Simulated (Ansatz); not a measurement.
InSe: a scan of the bond length, run with the Ansatz DFT code, driven from Python.

`inse.xyz`
```text
2

In    0.00000    0.00000    0.00000
Se    0.00000    0.00000    2.50500
```

`scan_inse.py`
```python
import ansatz as az
import numpy as np


def main() -> None:
    inse = az.Crystal.molecule_from_extxyz("inse.xyz")

    symbols = [site.symbol for site in inse.cartesian_sites]
    start = np.array([site.position_ang for site in inse.cartesian_sites])
    axis = (start[1] - start[0]) / np.linalg.norm(start[1] - start[0])
    moving = [1]
    lengths, energies = [2.13, 2.3, 2.5, 2.76, 3.13, 3.76, 4.51, 5.51], []
    for length in lengths:
        xyz = start.copy()
        xyz[moving] += (length - np.linalg.norm(start[1] - start[0])) * axis
        point = az.Crystal.molecule()
        for symbol, xyz in zip(symbols, xyz):
            point = point.atom(symbol, xyz.tolist())
        base = point.calculation()
        base = base.basis(gaussian="def2-SVP")
        base = base.functional("pbe0", dispersion="d3bj").spin("collinear", total=1)
        rep = base.run(threads=1).report
        energies.append(rep["free_energy_ev"])
        print(f"r = {length:6.3f} A  E = {energies[-1]:.5f} eV  <S^2> = {abs(rep['mean_field']['state']['spin_squared']):.3f}")

    print("energy above the lowest point (eV):", [round(e - min(energies), 3) for e in energies])


if __name__ == "__main__":
    main()
```

Where along the scan is the In-Se distance of lowest energy, and how steep are the two sides?

The lowest point is at 2.760 Å. At the shortest distance (2.13 Å) the energy is 0.70 eV higher, at the longest (5.51 Å) 2.65 eV.

The output:

Output of `python scan_inse.py`:
```text
r =  2.130 A  E = -70507.50794 eV  <S^2> = 0.755
r =  2.300 A  E = -70508.13265 eV  <S^2> = 0.756
r =  2.500 A  E = -70508.17653 eV  <S^2> = 0.758
r =  2.760 A  E = -70508.20863 eV  <S^2> = 0.755
r =  3.130 A  E = -70507.75774 eV  <S^2> = 0.758
r =  3.760 A  E = -70506.75835 eV  <S^2> = 0.806
r =  4.510 A  E = -70505.97316 eV  <S^2> = 1.204
r =  5.510 A  E = -70505.55984 eV  <S^2> = 1.462
energy above the lowest point (eV): [0.701, 0.076, 0.032, 0.0, 0.451, 1.45, 2.235, 2.649]
```

Notes:
- These settings explore the input space; basis and method may be short of convergence.
- The basis set is modest, and single-reference methods fail as a bond breaks.
- def2 sets replace the cores of elements past krypton by effective core potentials.
- The species is open-shell (spin multiplicity 2).
- The expectation value of S² is noticeably off S(S+1) in at least one run, so that state is spin-contaminated.
- Spin-orbit coupling of the heavy open-shell atom is left out.
- The spin state was assumed, and another may lie lower.
- Timing: 59 s on 1 thread of Intel(R) Xeon(R) 6975P-C (Granite Rapids), on a shared host, peak memory 0.26 GiB.

(Lines on the test bed's own set-up are left out of the output.)
